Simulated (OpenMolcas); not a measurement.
# Al: CASSCF and CASPT2 terms and fine-structure levels

Wanted: the level scheme of Al from active-space wave functions, then second-order correlation under several settings.

Method: state-averaged CASSCF and CASPT2, spin-orbit coupling by RASSI with atomic mean-field integrals. Code: OpenMolcas 26.06.

### Step 1. The atom as given

```
Species                           : Al (aluminium, Z = 13, 13 electrons)
Basis                             : ANO-RCC-VDZP [4s3p1d], 18 functions
Scalar Hamiltonian                : DKH2, point nucleus
Inactive shells                   : 1s 2s 2p
Active space                      : 3 electrons in 4 orbitals (3s 3p)
Some configurations of this space : 3p3, 3s 3p2, 3s2 3p
Orbitals                          : optimised for each spin and parity, averaged over the low roots
```

Outer shells as boxes (Hund's rule):

3p3
```
3p [↑ ][↑ ][↑ ]
```

3s 3p2
```
3s [↑ ]
3p [↑ ][↑ ][  ]
```

3s2 3p
```
3s [↑↓]
3p [↑ ][  ][  ]
```

Each step is its own input file, run in one work folder so that later steps find the files of earlier ones. Labels, J, g values, rates, χT and fits are worked out afterwards by a script from the matrices that RASSI stores.

### Step 2. GATEWAY and SEWARD: basis and integrals

Contents of a.inp:

```
&GATEWAY
Coord
1

Al 0.0 0.0 0.0
Basis=ANO-RCC-VDZP
Group=XYZ
NoMove
AngMom=0.0 0.0 0.0
AMFI
&SEWARD
```

### Step 3. Reference wave functions, quartets of odd parity, 1 root

Contents of a.inp:

```
&RASSCF
FileOrb=start.orb
Symmetry=2
Spin=4
nActEl=3 0 0
Inactive=2 3
Ras2=1 3
CIRoot=1 1 1
SDav=1
CIMx=300
Iter=120 100
PrWF=0.3
OrbListing=Nothing
MaxOrb=0
Atom
>>> COPY $Project.JobIph JOB001
```

start.orb holds the contracted functions of the basis, ordered by shell, or the orbitals of the step before.

### Step 4. Reference wave functions, doublets of odd parity, 3 roots

Contents of a.inp:

```
&RASSCF
FileOrb=start.orb
Symmetry=2
Spin=2
nActEl=3 0 0
Inactive=2 3
Ras2=1 3
CIRoot=3 3 1
SDav=11
CIMx=300
Iter=120 100
PrWF=0.3
OrbListing=Nothing
MaxOrb=0
Atom
>>> COPY $Project.JobIph JOB002
```

### Step 5. Reference wave functions, quartets of even parity, 3 roots

Contents of a.inp:

```
&RASSCF
FileOrb=start.orb
Symmetry=1
Spin=4
nActEl=3 0 0
Inactive=2 3
Ras2=1 3
CIRoot=3 3 1
SDav=3
CIMx=300
Iter=120 100
PrWF=0.3
OrbListing=Nothing
MaxOrb=0
Atom
>>> COPY $Project.JobIph JOB003
```

### Step 6. Reference wave functions, doublets of even parity, 5 roots

Contents of a.inp:

```
&RASSCF
FileOrb=start.orb
Symmetry=1
Spin=2
nActEl=3 0 0
Inactive=2 3
Ras2=1 3
CIRoot=5 5 1
SDav=9
CIMx=300
Iter=120 100
PrWF=0.3
OrbListing=Nothing
MaxOrb=0
Atom
>>> COPY $Project.JobIph JOB004
```

### Step 7. State interaction with spin-orbit coupling

Contents of a.inp:

```
&RASSI
NrOfJobIphs=3 3 3 5
1 2 3
1 2 3
1 2 3 4 5
IphNames
JOB002
JOB003
JOB004
EJob
SpinOrbit
DIPRint=1.0
SOCoupling=1000.0
Subsets=2
MEES
Property=10
'ANGMOM' 1 'ANGMOM' 2 'ANGMOM' 3 'MLTPL  1' 1 'MLTPL  1' 2 'MLTPL  1' 3
'AMFI' 1 'AMFI' 2 'AMFI' 3 'MLTPL  2' 6
SOProperty=3
'ANGMOM' 1 'ANGMOM' 2 'ANGMOM' 3
```

### Step 8. CASPT2: IPEA 0.25, imaginary shift 0.1 (closed shells correlated: 2s 2p)

Contents of a.inp:

```
>>> COPY JOB002 $Project.JobIph
&CASPT2
Multistate=3 1 2 3
Frozen=1 0
IPEA=0.25
Imaginary=0.1
MaxIter=60
WThr=0.0 0.3 0.05
PrWF=0.5
NoMix
>>> COPY JOB003 $Project.JobIph
&CASPT2
Multistate=3 1 2 3
Frozen=1 0
IPEA=0.25
Imaginary=0.1
MaxIter=60
WThr=0.0 0.3 0.05
PrWF=0.5
NoMix
>>> COPY JOB004 $Project.JobIph
&CASPT2
Multistate=5 1 2 3 4 5
Frozen=1 0
IPEA=0.25
Imaginary=0.1
MaxIter=60
WThr=0.0 0.3 0.05
PrWF=0.5
NoMix
```

### Step 9. CASPT2: IPEA 0.25, imaginary shift 0.1 (closed shells correlated: 2s 2p), extended multistate

Edit a.inp of step 8 so:

```diff
@@ -2,3 +2,3 @@
 &CASPT2
-Multistate=3 1 2 3
+XMultistate=3 1 2 3
 Frozen=1 0
@@ -12,3 +12,3 @@
 &CASPT2
-Multistate=3 1 2 3
+XMultistate=3 1 2 3
 Frozen=1 0
@@ -22,3 +22,3 @@
 &CASPT2
-Multistate=5 1 2 3 4 5
+XMultistate=5 1 2 3 4 5
 Frozen=1 0
```

(Steps that only read results are left out.)

**Question.** What will these runs give? Wanted: lowest level; first excited level; lowest level of another term; spin-orbit lowering of the lowest level; strongest of the lines computed, by gA, at SS-CASPT2 energies.

The runs gave:

| quantity | value |
| --- | --- |
| method | SS-CASPT2, IPEA 0.25, imaginary shift 0.1 (closed shells correlated: 2s 2p) |
| lowest level | 3s2 3p 2P* 1/2, 100 % of that term, g = 0.666 |
| ground level listed by NIST | 2P°1/2 |
| first excited level | 3s2 3p 2P* 3/2 at 104 cm-1 |
| lowest level of another term | 3s 3p2 4P 1/2 at 25140 cm-1 |
| spin-orbit lowering of the lowest level | 69.0 cm-1 |
| strongest of the lines computed, by gA, at SS-CASPT2 energies | 3s 3p2 2D 5/2 → 3s2 3p 2P* 3/2, 237.6 nm, A = 2.71e+08 s⁻¹ |

Cost and accuracy by method:

| method | time of its own steps | time with the reference | mean absolute difference from the measured levels (cm-1) |
| --- | --- | --- | --- |
| A. CASSCF | 12 s | 12 s | 4500 |
| B. SS-CASPT2, IPEA 0.25, imaginary shift 0.1, +2s 2p | 1.3 s | 13 s | 2900 |
| C. XMS-CASPT2, IPEA 0.25, imaginary shift 0.1, +2s 2p | 1.3 s | 13 s | 2600 |

Times are of one thread on a shared host.

The multiplet 2P* is regular. Method C lies closest to the measured levels (2600 cm⁻¹ on average) and A farthest (4500). Only the configurations of the active space and the roots asked for are present. Not all states of the active space went into the spin-orbit step. No d shell is active. Only valence configurations of the active space appear, up to the ionisation limit; * or ° marks odd parity.
